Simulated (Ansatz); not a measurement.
# C3H4BF: small, medium and large basis sets

How large a basis does C3H4BF need? Two functionals are run in growing sets.

Method: one geometry, several basis sets; program: Ansatz 0.2.0, Gaussian basis.

The runs, in order: PBE0-D4/def2-SVP; ωB97M-V/def2-SVP; PBE0-D4/def2-QZVPP; ωB97M-V/def2-QZVPP; the functionals' def2-TZVPP values are taken from earlier runs.

## Step 1: Structure used throughout

An earlier PBE0-D4 in a triple-zeta def2 set relaxation fixed the geometry.

9 atoms, charge 0, spin multiplicity 1.

Atoms are counted from 1 here; the program's logs count them from 0.

Bond lengths: C1–C2 1.206 Å, C1–H6 1.066 Å, C2–B3 1.531 Å, B3–C4 1.556 Å, B3–F5 1.329 Å, C4–H7 1.091 Å, C4–H8 1.096 Å, C4–H9 1.094 Å. Angles: C2–C1–H6 179.4°, C1–C2–B3 177.7°, C2–B3–C4 122.6°, C2–B3–F5 117.2°, C4–B3–F5 120.2°, B3–C4–H7 112.9°, B3–C4–H8 109.2°, B3–C4–H9 110.9°, H7–C4–H8 108.5°, H7–C4–H9 109.4°, H8–C4–H9 105.5°.

Coordinates:

```
C     0.0734    2.3906    0.1600
C     0.1580    1.2461   -0.2097
B     0.2454   -0.2248   -0.6242
C    -0.1754   -1.3888    0.3187
F     0.6907   -0.4847   -1.8494
H     0.0023    3.4059    0.4767
H     0.0593   -2.3726   -0.0899
H    -1.2557   -1.3356    0.4980
H     0.2904   -1.2826    1.3027
```

## Step 2: PBE0-D4 in def2-SVP

in.yaml

```yaml
crystal:
  periodic: [false, false, false]
  atoms:
    - {symbol: C, position_ang: [0.073434, 2.390607, 0.160033]}
    - {symbol: C, position_ang: [0.157996, 1.246128, -0.209702]}
    - {symbol: B, position_ang: [0.245410, -0.224835, -0.624186]}
    - {symbol: C, position_ang: [-0.175361, -1.388778, 0.318724]}
    - {symbol: F, position_ang: [0.690651, -0.484678, -1.849449]}
    - {symbol: H, position_ang: [0.002314, 3.405913, 0.476734]}
    - {symbol: H, position_ang: [0.059274, -2.372586, -0.089889]}
    - {symbol: H, position_ang: [-1.255663, -1.335604, 0.498013]}
    - {symbol: H, position_ang: [0.290443, -1.282565, 1.302721]}
basis:
  gaussian: {orbitals: def2-SVP}
hamiltonian: {xc: pbe0, dispersion: d4}
output: {orbitals: {seedname: orbitals}}
```

Further steps of the session: ωB97M-V in def2-SVP; PBE0-D4 in def2-QZVPP; ωB97M-V in def2-QZVPP.

**Question.** What will the summary of the whole plan be? Wanted: PBE0-D4: double and triple zeta above quadruple; ωB97M-V: double and triple zeta above quadruple.

As calculated:

```
                                       quantity          value
PBE0-D4: double and triple zeta above quadruple  7.89, 0.36 eV
ωB97M-V: double and triple zeta above quadruple  8.13, 0.33 eV
```

For PBE0-D4 the step from double to triple zeta gains 7.53 eV and the next only 0.36 eV. Total energies overstate the basis error of differences, where much of it tends to cancel.
